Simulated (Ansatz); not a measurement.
What does this script print? It uses Ansatz's Python interface.

`run_energy.py`:
```python
"""Electronic structure of the Cl2GaI molecule."""

from pathlib import Path
import json

import ansatz as az
import numpy as np

GEOMETRY = """
Cl    1.68830    0.12690    1.66470
Ga   -0.09940   -0.07300    0.18960
Cl   -0.23620   -1.96950   -0.48370
I    -1.29730    1.85520   -1.39090
"""

system = az.Crystal.molecule()
for line in GEOMETRY.strip().splitlines():
    symbol, *xyz = line.split()
    system = system.atom(symbol, [float(v) for v in xyz])

calc = (
    system.calculation()
    .basis(gaussian="def2-SVP")
    .functional("CAM-B3LYP")
    .forces()
    .orbitals()
)
outcome = calc.run(threads=1, pin="off", runs_dir="cl2gai_runs")
report = outcome.report

print(f"E = {report['free_energy_ev']:.6f} eV = {report['free_energy_ev'] / 27.211386246:.7f} Ha")
print("converged:", report["converged"], " doubts:", report["published_state_doubts"] or "none")

state = report["mean_field"]["state"]
print(f"mean field: {state['energy']['hartree']:.7f} Ha, <S^2> = {abs(state['spin_squared']):.4f}, stability: {state.get('stability', {}).get('kind')}")

symbols = [site.symbol for site in system.cartesian_sites]
forces = np.array(report["forces_ev_ang"])
print("largest force", round(float(np.linalg.norm(forces, axis=1).max()), 4), "eV/A, rms", round(float(np.sqrt((forces ** 2).mean())), 4))

charges = report["charge_distribution"]
print("dipole moment", round(4.803205 * float(np.linalg.norm(charges["dipole_moment_e_ang"])), 3), "D")
print("Mulliken:", [(s, round(q, 3)) for s, q in zip(symbols, charges["mulliken_charges_e"])])

lines = Path(report["orbitals_path"]).read_text().splitlines()
field_of = lambda key: [line.split("=")[1].strip() for line in lines if line.startswith(key)]
orbitals = [(27.211386 * float(e), s, float(n)) for e, s, n in zip(field_of("Ene="), field_of("Spin="), field_of("Occup="))]
homo = max(e for e, _, n in orbitals if n > 0.5)
lumo = min(e for e, _, n in orbitals if n < 0.5)
print(f"HOMO {homo:.3f} eV, LUMO {lumo:.3f} eV, gap {lumo - homo:.3f} eV")
with open("cl2gai.json", "w") as handle:
    json.dump({k: report[k] for k in ("free_energy_ev", "reference_energy_ev", "n_occupied", "n_virtual")}, handle, indent=1)
```

`python run_energy.py` gives:
```text
E = -85517.041160 eV = -3142.6932971 Ha
converged: True  doubts: none
mean field: -3142.6932971 Ha, <S^2> = 0.0000, stability: minimum
largest force 3.7438 eV/A, rms 1.5612
dipole moment 1.231 D
Mulliken: [('Cl', -0.241), ('Ga', 0.529), ('Cl', -0.106), ('I', -0.182)]
HOMO -9.174 eV, LUMO -2.772 eV, gap 6.402 eV
```

`cl2gai.json`, as written:
```json
{
 "free_energy_ev": -85517.04116009152,
 "reference_energy_ev": -85517.04116009152,
 "n_occupied": [
  45,
  45
 ],
 "n_virtual": [
  49,
  49
 ]
}
```

Caveats:
- The settings weren't tested for convergence.
- The geometry is a force-field or estimated start, not a minimum of this method, and the basis set is short of its limit.
- def2 sets replace the cores of elements past krypton by effective core potentials.
- Levels such as HOMO and LUMO are orbital energies: with these approximate functionals they aren't the ionisation energy and electron affinity, and their gap isn't the fundamental gap.
- Hardware and time: 7 s on 1 thread of Arm Neoverse V2, on a shared host, peak memory 0.32 GiB.

(Lines on the test bed's own set-up are left out of the output.)
